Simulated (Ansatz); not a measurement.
# CH8NO2SbSi: inversion of the pyramid at N1, part 2 of 2

How high is the barrier for the inversion of the pyramid at N1? Relax the two ends, then run a nudged elastic band between them. SMILES of the start: N[C](O)([SbH2])[SiH2]O.

Ansatz 0.2.0; RKS PBE/def2-SVP. Earlier steps stand in the parts before.

**6. The band, image by image**

The 7 inner images lie between the fixed ends 0 and 8. Energy is taken from image 0, and the path length is the program's own coordinate along the band.

| image | path (Å) | energy (eV) | sum of angles at N1 (°) | band force (eV/Å) |
| --- | --- | --- | --- | --- |
| 0 | 0.000 | 0.0000 | 336.8 | - |
| 1 | 0.205 | 0.0038 | 337.5 | 0.013 |
| 2 | 0.411 | 0.0180 | 340.8 | 0.030 |
| 3 | 0.616 | 0.0550 | 351.7 | 0.034 |
| 4* | 0.821 | 0.0918 | 360.0 | 0.046 |
| 5 | 0.994 | 0.0644 | 353.3 | 0.018 |
| 6 | 1.167 | 0.0261 | 341.3 | 0.037 |
| 7 | 1.341 | 0.0125 | 335.1 | 0.018 |
| 8 | 1.514 | 0.0112 | 334.0 | - |

The star marks the climbing image.

image, energy (eV) and a bar:
```
        0      0.000 
        1      0.004 #
        2      0.018 ######
        3      0.055 ##################
        4      0.092 ##############################
        5      0.064 #####################
        6      0.026 #########
        7      0.012 ####
        8      0.011 ####
```

The top of the band by iteration:

| iteration | highest image above image 0 (eV) | largest band force (eV/Å) |
| --- | --- | --- |
| 1 | 0.1340 | 0.873 |
| 2 | 0.1506 | 0.501 |
| 3 | 0.0978 | 0.262 |
| 4 | 0.0952 | 0.228 |
| 5 | 0.0926 | 0.087 |
| 6 | 0.0918 | 0.046 |

The band as a trajectory file:

```xyz
14
image=0 dE=0.0000
N    -0.509   -1.333    1.054
C     0.428   -0.476    0.386
O     1.695   -0.502    1.048
Sb    0.979   -1.200   -1.715
Si   -0.244    1.318    0.334
O    -1.807    1.334   -0.313
H    -0.346   -2.339    0.911
H    -1.485   -1.108    0.826
H     1.473   -0.515    2.005
H     1.821    0.241   -2.194
H    -0.504   -0.550   -2.375
H    -0.405    1.817    1.743
H     0.727    2.182   -0.422
H    -1.836    1.101   -1.259
14
image=1 dE=0.0038
N    -0.477   -1.349    1.093
C     0.416   -0.477    0.385
O     1.703   -0.457    1.015
Sb    0.954   -1.211   -1.712
Si   -0.271    1.310    0.324
O    -1.809    1.352   -0.378
H    -0.320   -2.353    0.931
H    -1.467   -1.129    0.934
H     1.505   -0.487    1.976
H     1.821    0.219   -2.170
H    -0.510   -0.541   -2.392
H    -0.483    1.786    1.734
H     0.733    2.177   -0.383
H    -1.806    1.131   -1.328
14
image=2 dE=0.0180
N    -0.448   -1.369    1.111
C     0.404   -0.482    0.379
O     1.705   -0.413    0.989
Sb    0.953   -1.217   -1.709
Si   -0.295    1.299    0.306
O    -1.817    1.367   -0.426
H    -0.330   -2.371    0.913
H    -1.442   -1.121    1.093
H     1.521   -0.458    1.952
H     1.840    0.208   -2.140
H    -0.491   -0.532   -2.416
H    -0.537    1.756    1.719
H     0.729    2.168   -0.368
H    -1.803    1.135   -1.373
14
image=3 dE=0.0550
N    -0.450   -1.390    1.062
C     0.395   -0.488    0.364
O     1.696   -0.391    0.987
Sb    0.972   -1.215   -1.712
Si   -0.307    1.290    0.284
O    -1.823    1.383   -0.455
H    -0.340   -2.396    0.905
H    -1.409   -1.107    1.267
H     1.502   -0.416    1.949
H     1.864    0.210   -2.136
H    -0.466   -0.528   -2.426
H    -0.559    1.731    1.702
H     0.725    2.166   -0.367
H    -1.814    1.123   -1.395
14
image=4 dE=0.0918
N    -0.504   -1.403    0.939
C     0.391   -0.490    0.348
O     1.683   -0.400    1.005
Sb    0.991   -1.211   -1.711
Si   -0.312    1.287    0.269
O    -1.825    1.390   -0.470
H    -0.316   -2.406    0.939
H    -1.362   -1.096    1.395
H     1.482   -0.381    1.965
H     1.877    0.216   -2.143
H    -0.452   -0.534   -2.424
H    -0.567    1.721    1.690
H     0.721    2.171   -0.370
H    -1.821    1.108   -1.404
14
image=5 dE=0.0644
N    -0.561   -1.416    0.840
C     0.384   -0.490    0.338
O     1.662   -0.428    1.025
Sb    0.999   -1.211   -1.708
Si   -0.317    1.287    0.259
O    -1.826    1.393   -0.483
H    -0.278   -2.389    0.976
H    -1.298   -1.095    1.472
H     1.460   -0.342    1.981
H     1.886    0.216   -2.144
H    -0.442   -0.539   -2.426
H    -0.574    1.719    1.682
H     0.718    2.174   -0.373
H    -1.825    1.091   -1.410
14
image=6 dE=0.0261
N    -0.604   -1.428    0.790
C     0.370   -0.495    0.325
O     1.631   -0.455    1.042
Sb    1.000   -1.218   -1.709
Si   -0.324    1.285    0.245
O    -1.827    1.407   -0.503
H    -0.241   -2.367    0.991
H    -1.207   -1.101    1.554
H     1.419   -0.280    1.984
H     1.897    0.209   -2.129
H    -0.429   -0.538   -2.440
H    -0.581    1.710    1.671
H     0.719    2.173   -0.374
H    -1.836    1.069   -1.418
14
image=7 dE=0.0125
N    -0.618   -1.438    0.799
C     0.353   -0.501    0.321
O     1.610   -0.456    1.042
Sb    0.984   -1.234   -1.707
Si   -0.340    1.279    0.233
O    -1.827    1.425   -0.541
H    -0.219   -2.367    0.986
H    -1.118   -1.119    1.640
H     1.400   -0.195    1.964
H     1.907    0.183   -2.098
H    -0.421   -0.530   -2.464
H    -0.612    1.692    1.660
H     0.722    2.164   -0.358
H    -1.834    1.067   -1.448
14
image=8 dE=0.0112
N    -0.586   -1.442    0.849
C     0.355   -0.500    0.322
O     1.638   -0.437    0.992
Sb    0.928   -1.249   -1.718
Si   -0.364    1.270    0.235
O    -1.839    1.413   -0.560
H    -0.166   -2.366    1.019
H    -1.033   -1.125    1.720
H     1.471   -0.132    1.909
H     1.849    0.164   -2.130
H    -0.485   -0.548   -2.460
H    -0.659    1.670    1.662
H     0.699    2.168   -0.334
H    -1.822    1.086   -1.478
```

**7. Frequencies at the highest image**

The geometry is the highest inner image of the first converged band.

File input.yaml:

```yaml
crystal:
  periodic: [false, false, false]
  atoms:
    - { symbol: "N", position_ang: [-0.50418, -1.403369, 0.939141] }
    - { symbol: C, position_ang: [0.391412, -0.489618, 0.348252] }
    - { symbol: O, position_ang: [1.683054, -0.400423, 1.005251] }
    - { symbol: Sb, position_ang: [0.990605, -1.211371, -1.711218] }
    - { symbol: Si, position_ang: [-0.311945, 1.287421, 0.269197] }
    - { symbol: O, position_ang: [-1.824934, 1.389836, -0.47048] }
    - { symbol: H, position_ang: [-0.315601, -2.406361, 0.93949] }
    - { symbol: H, position_ang: [-1.361848, -1.096394, 1.394739] }
    - { symbol: H, position_ang: [1.48186, -0.380993, 1.965183] }
    - { symbol: H, position_ang: [1.877145, 0.215935, -2.14326] }
    - { symbol: H, position_ang: [-0.452126, -0.533989, -2.423888] }
    - { symbol: H, position_ang: [-0.567035, 1.72083, 1.690484] }
    - { symbol: H, position_ang: [0.721243, 2.171138, -0.37013] }
    - { symbol: H, position_ang: [-1.820649, 1.108158, -1.403961] }
basis:
  gaussian: { orbitals: def2-SVP }
hamiltonian:
  xc: pbe
phonons: {}
```

On the command line:

```
$ ansatz run input.yaml --threads 2 --pin off --max-ram 3072MiB --backend cpu --events-out ev --progress --plain --runs-dir out
```

Standard output (excerpt; [...] marks lines left out):

```text
Warning: RAYON_NUM_THREADS=2 ignored (pool sized by the plan → 2); use --threads N
[...]
Functional definition: PBE
[...]
1592 factors; their error is unknown
[...]
mean field -21147.06684192 eV, -777.1403724438 hartree, gradient 5.8e-5 eV, S^2 0.000000; 0 other end points of the search recorded, 0 dependent functions left out
[...]
reference -21147.06688490 eV, -777.1403740235 hartree; 37, 37 occupied and 103, 103 virtual orbitals, 1592 factors
[...]
1592 factors; their error is unknown
mean field -21147.06676644 eV, -777.1403696699 hartree, gradient 1.1e-6 eV, S^2 0.000000; 0 other end points of the search recorded, 0 dependent functions left out
[...]
reference -21147.06680943 eV, -777.1403712497 hartree; 37, 37 occupied and 103, 103 virtual orbitals, 1592 factors
[...]
1592 factors; their error is unknown
[...]
mean field -21147.06657032 eV, -777.1403624628 hartree, gradient 1.0e-6 eV, S^2 0.000000; 0 other end points of the search recorded, 0 dependent functions left out
[...]
WARN: phonons: modes at or below zero, which the zero-point energy, F, S and C_V leave out: 1, the lowest at -465.11 cm⁻¹. A minimum has none, and a first-order saddle one
[...]
Atom 6 at    -0.315601    -2.406361     0.939490 Å, force    -0.015074    -0.001185     0.012980 eV/Å
Atom 7 at    -1.361848    -1.096394     1.394739 Å, force     0.002979     0.004016     0.003727 eV/Å
Atom 8 at     1.481860    -0.380993     1.965183 Å, force    -0.007326    -0.006256    -0.008770 eV/Å
Atom 9 at     1.877145     0.215935    -2.143260 Å, force     0.007171     0.003728    -0.008665 eV/Å
Atom 10 at    -0.452126    -0.533989    -2.423888 Å, force    -0.001061    -0.000735    -0.012557 eV/Å
Atom 11 at    -0.567035     1.720830     1.690484 Å, force    -0.000871    -0.000890    -0.004376 eV/Å
Atom 12 at     0.721243     2.171138    -0.370130 Å, force    -0.001614    -0.003778     0.001152 eV/Å
Atom 13 at    -1.820649     1.108158    -1.403961 Å, force     0.001576     0.002927     0.002505 eV/Å
Dipole moment:    -0.183718    -0.366686     0.153044 e Å
Vibrations: -465.11 59.15 100.08 142.96 165.64 173.21 204.11 259.28 278.14 288.24 353.85 407.44 511.02 542.62 594.04 624.15 700.92 733.97 806.26 810.52 868.72 882.96 905.21 923.19 1118.08 1152.61 1247.00 1544.29 1828.18 1873.78 2146.68 2174.80 3488.46 3605.23 3610.76 3728.10 cm⁻¹, [...]
```

It took 3.4 min on 2 threads of Arm Neoverse V1, shared host; peak memory 0.19 GiB.

Of 36 modes, 1 is imaginary by more than 30 cm⁻¹ (465i cm⁻¹).

**8. The band again, with other settings**

crystal.atoms is end A as relaxed above, and neb.final_atoms is end B, turned to lie on A. With 7 inner images the band has 9 in all.

File input.yaml:

```yaml
crystal:
  periodic: [false, false, false]
  atoms:
    - { symbol: "N", position_ang: [-0.509266, -1.333308, 1.053917] }
    - { symbol: C, position_ang: [0.428222, -0.475766, 0.386004] }
    - { symbol: O, position_ang: [1.695269, -0.502358, 1.048005] }
    - { symbol: Sb, position_ang: [0.979435, -1.199526, -1.714573] }
    - { symbol: Si, position_ang: [-0.243548, 1.317773, 0.333597] }
    - { symbol: O, position_ang: [-1.807474, 1.333621, -0.312711] }
    - { symbol: H, position_ang: [-0.346379, -2.33909, 0.911478] }
    - { symbol: H, position_ang: [-1.485152, -1.107845, 0.825519] }
    - { symbol: H, position_ang: [1.472873, -0.514659, 2.004836] }
    - { symbol: H, position_ang: [1.821494, 0.240632, -2.194213] }
    - { symbol: H, position_ang: [-0.50355, -0.549618, -2.374688] }
    - { symbol: H, position_ang: [-0.405495, 1.817415, 1.742734] }
    - { symbol: H, position_ang: [0.726897, 2.182208, -0.422023] }
    - { symbol: H, position_ang: [-1.836325, 1.101321, -1.259083] }
basis:
  gaussian: { orbitals: def2-SVP }
hamiltonian:
  xc: pbe
neb:
  order_check: false
  images: 7
  f_tol: 0.05
  max_iterations: 60
  initial_path: idpp
  optimiser: fire
  climbing: immediate
  final_atoms:
    - { symbol: "N", position_ang: [-0.6555482, -1.44873465, 0.78388206] }
    - { symbol: C, position_ang: [0.33033019, -0.52845131, 0.30282999] }
    - { symbol: O, position_ang: [1.61020834, -0.55137302, 0.98174696] }
    - { symbol: Sb, position_ang: [0.88444328, -1.21577333, -1.76400685] }
    - { symbol: Si, position_ang: [-0.30920626, 1.27398511, 0.28703678] }
    - { symbol: O, position_ang: [-1.76997047, 1.51567774, -0.50943928] }
    - { symbol: H, position_ang: [-0.27773035, -2.39640821, 0.91720865] }
    - { symbol: H, position_ang: [-1.09422053, -1.14874266, 1.66581688] }
    - { symbol: H, position_ang: [1.45036916, -0.27789707, 1.9096508] }
    - { symbol: H, position_ang: [1.86967094, 0.1700455, -2.1113166] }
    - { symbol: H, position_ang: [-0.49147046, -0.42156563, -2.48310875] }
    - { symbol: H, position_ang: [-0.59630488, 1.62638399, 1.72740521] }
    - { symbol: H, position_ang: [0.79750153, 2.14623038, -0.23821391] }
    - { symbol: H, position_ang: [-1.76107129, 1.22742316, -1.44069295] }
```

On the command line:

```
$ ansatz run input.yaml --threads 2 --pin off --max-ram 3072MiB --backend cpu --events-out ev --progress --plain --runs-dir out
```

Standard output (excerpt; [...] marks lines left out):

```text
Warning: RAYON_NUM_THREADS=2 ignored (pool sized by the plan → 2); use --threads N
[...]
[... 1 set-up line as earlier in the session ...]
[...]
1592 factors; their error is unknown
[...]
mean field -21147.15862295 eV, -777.1437453343 hartree, gradient 2.5e-5 eV, S^2 0.000000; 0 other end points of the search recorded, 0 dependent functions left out
[...]
reference -21147.15866498 eV, -777.1437468789 hartree; 37, 37 occupied and 103, 103 virtual orbitals, 1592 factors
1592 factors; their error is unknown
[...]
mean field -21147.14742836 eV, -777.1433339410 hartree, gradient 4.1e-5 eV, S^2 0.000000; 0 other end points of the search recorded, 0 dependent functions left out
[...]
reference -21147.14747058 eV, -777.1433354925 hartree; 37, 37 occupied and 103, 103 virtual orbitals, 1592 factors
NEB end point (image 0): max|allowed force component| = 1.415e-2 eV/Å (the criterion of neb.relax_end_points is 1.000e-2)
[...]
Atom 5 at    -1.826920     1.393255    -0.470087 Å, force     0.002050     0.002700     0.000095 eV/Å
Atom 6 at    -0.312751    -2.406720     0.947621 Å, force     0.001220    -0.008180    -0.000391 eV/Å
Atom 7 at    -1.357212    -1.096371     1.401550 Å, force    -0.001749    -0.001038     0.004182 eV/Å
Atom 8 at     1.478973    -0.393520     1.963480 Å, force    -0.004782    -0.002148     0.000776 eV/Å
Atom 9 at     1.878645     0.215190    -2.148311 Å, force     0.000400    -0.000499     0.000925 eV/Å
Atom 10 at    -0.447551    -0.543471    -2.437284 Å, force     0.000137     0.001215    -0.002439 eV/Å
Atom 11 at    -0.570725     1.718463     1.692734 Å, force    -0.002570    -0.002172    -0.001511 eV/Å
Atom 12 at     0.719112     2.169926    -0.367369 Å, force    -0.001760    -0.002691     0.002658 eV/Å
Atom 13 at    -1.819779     1.123609    -1.406939 Å, force    -0.001474     0.000062    -0.001207 eV/Å
Dipole moment:    -0.185566    -0.369403     0.155696 e Å
this run last wrote the band of iteration 28 to <dir>; this run last wrote the band within `neb.f_tol` of iteration 23 to <dir>
```

Wall time 13 min (2 threads of Arm Neoverse V1, shared host); peak memory 0.21 GiB.

**9. Images and barrier**

Images 0 and 8 are the ends. Energies count from image 0; the path length is the program's own measure over all atoms.

| image | path (Å) | energy (eV) | sum of angles at N1 (°) | band force (eV/Å) |
| --- | --- | --- | --- | --- |
| 0 | 0.000 | 0.0000 | 336.8 | - |
| 1 | 0.207 | 0.0039 | 337.8 | 0.019 |
| 2 | 0.413 | 0.0181 | 341.2 | 0.028 |
| 3 | 0.619 | 0.0548 | 351.7 | 0.021 |
| 4* | 0.826 | 0.0914 | 360.0 | 0.014 |
| 5 | 0.997 | 0.0643 | 353.4 | 0.012 |
| 6 | 1.169 | 0.0262 | 341.4 | 0.022 |
| 7 | 1.341 | 0.0125 | 335.4 | 0.014 |
| 8 | 1.512 | 0.0112 | 334.0 | - |

The star marks the climbing image.

image, energy (eV) and a bar:
```
        0      0.000 
        1      0.004 #
        2      0.018 ######
        3      0.055 ##################
        4      0.091 ##############################
        5      0.064 #####################
        6      0.026 #########
        7      0.013 ####
        8      0.011 ####
```

**10. What came out**

This closing draws on all 2 parts.

```
                                quantity                                                      value
                                   end A                                   15 moves, 0.521 eV lower
                                   end B                                   11 moves, 0.762 eV lower
            first band: barrier forwards                                                   0.092 eV
           first band: barrier backwards                                                   0.081 eV
first band: second end relative to first                                                  +0.011 eV
               first band: highest image                                      4 of 0 to 8, climbing
             first band: band iterations                                                          6
              imaginary modes at the top                                                  465i cm⁻¹
                             second band  top 0.091 eV above image 0, 28 iterations, 7 inner images
             time, first and second band                                         3.4 min and 13 min
```

What this shows: In the first band: the barrier from the first end is 0.092 eV, 4 times kT at 300 K; with a typical attempt rate of 10^13 per second that is roughly 10^11 events a second. The second end lies 0.011 eV above the first, so the way back costs 0.081 eV. One imaginary mode, as a first-order saddle point has. The second band's top agrees with the first's to 1 meV, so the changed settings hardly move the height. These are electronic energies, with no zero-point or thermal terms. Tunnelling, which matters where hydrogen moves, is missing too.
